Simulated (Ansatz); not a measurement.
# CH₇AlSi₂: how energies converge with the basis set

Aim: see how fast density functionals converge with the basis set for CH₇AlSi₂.

Computed with Ansatz 0.2.0, Gaussian basis. Level: one geometry, several basis sets.

The runs, in order: PBE0-D4/def2-SVP; ωB97M-V/def2-SVP; PBE0-D4/def2-QZVPP; ωB97M-V/def2-QZVPP; the functionals' def2-TZVPP values are taken from earlier runs.

## Step 1: Structure used throughout

An earlier PBE0-D4/def2-TZVP relaxation fixed the geometry.

11 atoms, charge 0, spin multiplicity 1.

Atoms are counted from 1 here; the program's logs count them from 0.

Bond lengths: C1–Al2 1.947 Å, C1–H5 1.092 Å, C1–H6 1.094 Å, C1–H7 1.095 Å, Al2–Si3 2.411 Å, Al2–Si4 2.410 Å, Si3–Si4 2.335 Å, Si3–H8 1.491 Å, Si3–H9 1.500 Å, Si4–H10 1.491 Å, Si4–H11 1.500 Å. Angles: Al2–C1–H5 112.3°, Al2–C1–H6 110.5°, Al2–C1–H7 109.9°, H5–C1–H6 108.7°, H5–C1–H7 108.2°, H6–C1–H7 107.1°, C1–Al2–Si3 150.3°, C1–Al2–Si4 151.8°, Si3–Al2–Si4 57.9°, Al2–Si3–Si4 61.0°, Al2–Si3–H8 143.8°, Al2–Si3–H9 98.5°, Si4–Si3–H8 128.6°, Si4–Si3–H9 105.3°, H8–Si3–H9 109.3°, Al2–Si4–Si3 61.1°, Al2–Si4–H10 143.6°, Al2–Si4–H11 98.5° and more.

## Step 2: PBE0-D4 in def2-SVP

in.yaml reads:

```yaml
crystal:
  periodic: [false, false, false]
  atoms:
    - {symbol: C, position_ang: [-1.267267, 1.992019, -0.606082]}
    - {symbol: Al, position_ang: [-0.238840, 0.407784, -0.131965]}
    - {symbol: Si, position_ang: [0.296265, -1.353239, 1.425643]}
    - {symbol: Si, position_ang: [1.405734, -1.283150, -0.627707]}
    - {symbol: H, position_ang: [-0.785271, 2.580178, -1.389524]}
    - {symbol: H, position_ang: [-1.413574, 2.629373, 0.270972]}
    - {symbol: H, position_ang: [-2.260761, 1.698278, -0.960036]}
    - {symbol: H, position_ang: [-0.260500, -2.536741, 2.141202]}
    - {symbol: H, position_ang: [1.154959, -0.562753, 2.367860]}
    - {symbol: H, position_ang: [2.852248, -1.502022, -0.914729]}
    - {symbol: H, position_ang: [0.582406, -2.126827, -1.555235]}
basis:
  gaussian: {orbitals: def2-SVP}
hamiltonian: {xc: pbe0, dispersion: d4}
output: {orbitals: {seedname: orbitals}}
```

Launch:

```sh
> ansatz run in.yaml --threads 2 --pin off --events-out ev --progress --plain --max-ram 4352MiB
```

Further steps of the session: ωB97M-V in def2-SVP; PBE0-D4 in def2-QZVPP; ωB97M-V in def2-QZVPP.

Q: Predict the results of all the runs planned. Wanted: PBE0-D4: double and triple zeta above quadruple; ωB97M-V: double and triple zeta above quadruple.

The runs gave:

| quantity | value |
| --- | --- |
| PBE0-D4: double and triple zeta above quadruple | 9.77, 0.77 eV |
| ωB97M-V: double and triple zeta above quadruple | 9.85, 0.74 eV |

For PBE0-D4 the step from double to triple zeta gains 9.01 eV and the next only 0.77 eV. Total energies overstate the basis error of differences, where much of it tends to cancel.
